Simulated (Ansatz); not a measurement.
**C₂H₇AlGeO: basis-set convergence**

An exercise on one series of results from a longer session: the logs are not shown, and one member is left open.

The runs use Ansatz 0.2.0, Gaussian basis; one geometry, several basis sets.

Levels to be run: PBE0-D4/def2-SVP; ωB97M-V/def2-SVP; PBE0-D4/def2-QZVPP; ωB97M-V/def2-QZVPP; the functionals' def2-TZVPP values are taken from earlier runs.

### Structure used throughout

An earlier PBE0-D4 in a triple-zeta def2 set relaxation fixed the geometry.

SMILES `[CH3][GeH]1[CH2][O][AlH]1`, 12 atoms, charge 0, spin multiplicity 1.

Atoms are counted from 1 here; the program's logs count them from 0.

Bond lengths: C1–Ge2 1.962 Å, C1–H6 1.091 Å, C1–H7 1.090 Å, C1–H8 1.091 Å, Ge2–C3 2.023 Å, Ge2–Al5 2.446 Å, Ge2–H9 1.546 Å, C3–O4 1.432 Å, C3–H10 1.094 Å, C3–H11 1.095 Å, O4–Al5 1.723 Å, Al5–H12 1.585 Å. Angles: Ge2–C1–H6 110.0°, Ge2–C1–H7 110.4°, Ge2–C1–H8 110.3°, H6–C1–H7 108.9°, H6–C1–H8 108.5°, H7–C1–H8 108.7°, C1–Ge2–C3 114.7°, C1–Ge2–Al5 124.9°, C1–Ge2–H9 108.5°, C3–Ge2–Al5 68.6°, C3–Ge2–H9 112.5°, Al5–Ge2–H9 120.8°, Ge2–C3–O4 104.1°, Ge2–C3–H10 112.4°, Ge2–C3–H11 111.8°, O4–C3–H10 110.1°, O4–C3–H11 110.1°, H10–C3–H11 108.4° and more.

Coordinates:

```xyz
12
charge 0, multiplicity 1
C    -1.80680    0.56620   -0.69254
Ge   -0.06053   -0.32720   -0.67237
C     0.60097   -0.84600    1.16781
O     1.82952   -0.12521    1.31185
Al    2.06324    0.76496   -0.14488
H    -2.59610   -0.15132   -0.46241
H    -1.83195    1.36767    0.04642
H    -2.00232    0.99265   -1.67712
H    -0.11311   -1.52903   -1.64399
H     0.78336   -1.92085    1.25822
H    -0.10317   -0.54864    1.95169
H     3.31389    1.70157   -0.40859
```

The first run:

Input file in.yaml:

```yaml
crystal:
  periodic: [false, false, false]
  atoms:
    - {symbol: C, position_ang: [-1.806798, 0.566196, -0.692538]}
    - {symbol: Ge, position_ang: [-0.060526, -0.327202, -0.672375]}
    - {symbol: C, position_ang: [0.600972, -0.845998, 1.167808]}
    - {symbol: O, position_ang: [1.829520, -0.125215, 1.311855]}
    - {symbol: Al, position_ang: [2.063240, 0.764962, -0.144879]}
    - {symbol: H, position_ang: [-2.596100, -0.151319, -0.462405]}
    - {symbol: H, position_ang: [-1.831952, 1.367666, 0.046423]}
    - {symbol: H, position_ang: [-2.002323, 0.992654, -1.677122]}
    - {symbol: H, position_ang: [-0.113111, -1.529029, -1.643993]}
    - {symbol: H, position_ang: [0.783365, -1.920849, 1.258225]}
    - {symbol: H, position_ang: [-0.103174, -0.548638, 1.951694]}
    - {symbol: H, position_ang: [3.313890, 1.701570, -0.408595]}
basis:
  gaussian: {orbitals: def2-SVP}
hamiltonian: {xc: pbe0, dispersion: d4}
output: {orbitals: {seedname: orbitals}}
```

On the command line:

```bash
$ ansatz run in.yaml --threads 4 --pin off --events-out ev --progress --plain --max-ram 10444MiB
```

Steps of the session up to this table: PBE0-D4 in def2-SVP; ωB97M-V in def2-SVP; PBE0-D4 in def2-QZVPP; ωB97M-V in def2-QZVPP.

One table of the session follows, with a row left open; its other results are not shown here.

It belongs to the step «Functionals by basis». 

| functional | basis | HOMO (eV) | LUMO (eV) |
| --- | --- | --- | --- |
| PBE0-D4 | def2-SVP | -6.77 | -1.26 |
| PBE0-D4 | def2-TZVPP | ? | ? |
| PBE0-D4 | def2-QZVPP | -6.77 | -1.42 |
| ωB97M-V | def2-SVP | -8.73 | 0.47 |
| ωB97M-V | def2-TZVPP | -8.75 | 0.26 |
| ωB97M-V | def2-QZVPP | -8.76 | 0.06 |

Estimate the missing values for PBE0-D4, def2-TZVPP.

As computed: HOMO (eV): -6.76; LUMO (eV): -1.37. In the column «HOMO (eV)» it is the highest.
